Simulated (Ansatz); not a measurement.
# SiF7: the cost of one run

Computed with Ansatz 0.2.0 (DFT PBE, scalar-relativistic, plane waves, PAW, unless a step names another level, unless a step's input says otherwise).

3 further runs of the same task are left out: 2 that didn't finish, 1 set aside as unsound or not needed. Runs told in other sessions of the task aren't counted.

## (1) The structure to begin with

Symmetry: P23, No. 195, cubic system. The conventional cell has a = 7.829 Å, b = 7.829 Å, c = 7.829 Å, α = 90.00°, β = 90.00°, γ = 90.00°. Si (site symmetry 23) is surrounded by 4 F at 1.58 Å. Around F (site symmetry 3) lie 1 Si at 1.58 Å. Around F (site symmetry 2) lie 1 F at 1.41 Å.

As a file:

```
Si F
1.0
     7.82928    0.00000    0.00000
     0.00000    7.82928    0.00000
     0.00000    0.00000    7.82928
Si F
2 14
Direct
  0.50000 0.50000 0.50000
  0.00000 0.00000 0.00000
  0.38370 0.38370 0.61630
  0.38370 0.61630 0.38370
  0.61630 0.61630 0.61630
  0.61630 0.38370 0.38370
  0.50000 0.09033 0.00000
  0.50000 0.90967 0.00000
  0.00000 0.50000 0.90967
  0.00000 0.50000 0.09033
  0.90967 0.00000 0.50000
  0.09033 0.00000 0.50000
  0.88375 0.88375 0.11625
  0.11625 0.88375 0.88375
  0.88375 0.11625 0.88375
  0.11625 0.11625 0.11625
```

It came out lowest among 31 distinct ends of the trial cells. At a tolerance of 0.02 Å it has space group P23 (No. 195).

## (2) Kick test: the unmoved cell on a coarse mesh

Contents of input.yaml:

```yaml
crystal:
  lattice:
    - [7.8292799952, 0.0, 0.0]
    - [0.0, 7.8292799952, 0.0]
    - [0.0, 0.0, 7.8292799952]
  atoms:
    - { symbol: Si, position: [0.5, 0.5, 0.5] }
    - { symbol: Si, position: [0.0, 0.0, 0.0] }
    - { symbol: F, position: [0.3837037537, 0.3837037537, 0.6162962463] }
    - { symbol: F, position: [0.3837037537, 0.6162962463, 0.3837037537] }
    - { symbol: F, position: [0.6162962463, 0.6162962463, 0.6162962463] }
    - { symbol: F, position: [0.6162962463, 0.3837037537, 0.3837037537] }
    - { symbol: F, position: [0.5, 0.0903250693, 0.0] }
    - { symbol: F, position: [0.5, 0.9096749307, 0.0] }
    - { symbol: F, position: [0.0, 0.5, 0.9096749307] }
    - { symbol: F, position: [0.0, 0.5, 0.0903250693] }
    - { symbol: F, position: [0.9096749307, 0.0, 0.5] }
    - { symbol: F, position: [0.0903250693, 0.0, 0.5] }
    - { symbol: F, position: [0.8837518739, 0.8837518739, 0.1162481261] }
    - { symbol: F, position: [0.1162481261, 0.8837518739, 0.8837518739] }
    - { symbol: F, position: [0.8837518739, 0.1162481261, 0.8837518739] }
    - { symbol: F, position: [0.1162481261, 0.1162481261, 0.1162481261] }
basis:
  ecutwfc: 420
kpoints:
  mp_grid: { grid: [2, 2, 2] }
hamiltonian:
  xc: pbe
scf:
  occupations: { method: gaussian, width: 0.1 }
  lower_state_search: "off"
output:
  forces: true
  stress: true
  eigenvalues: true
```

On the command line:

```bash
ansatz run input.yaml --threads 1 --pin off --max-ram 2560MiB --backend cpu --events-out ev --progress --plain --runs-dir out
```

**Question.** How long does this run take on 1 thread of Arm Neoverse V2, shared host, and how much memory does it need?

About 6.8 s, with a peak of 0.58 GiB.
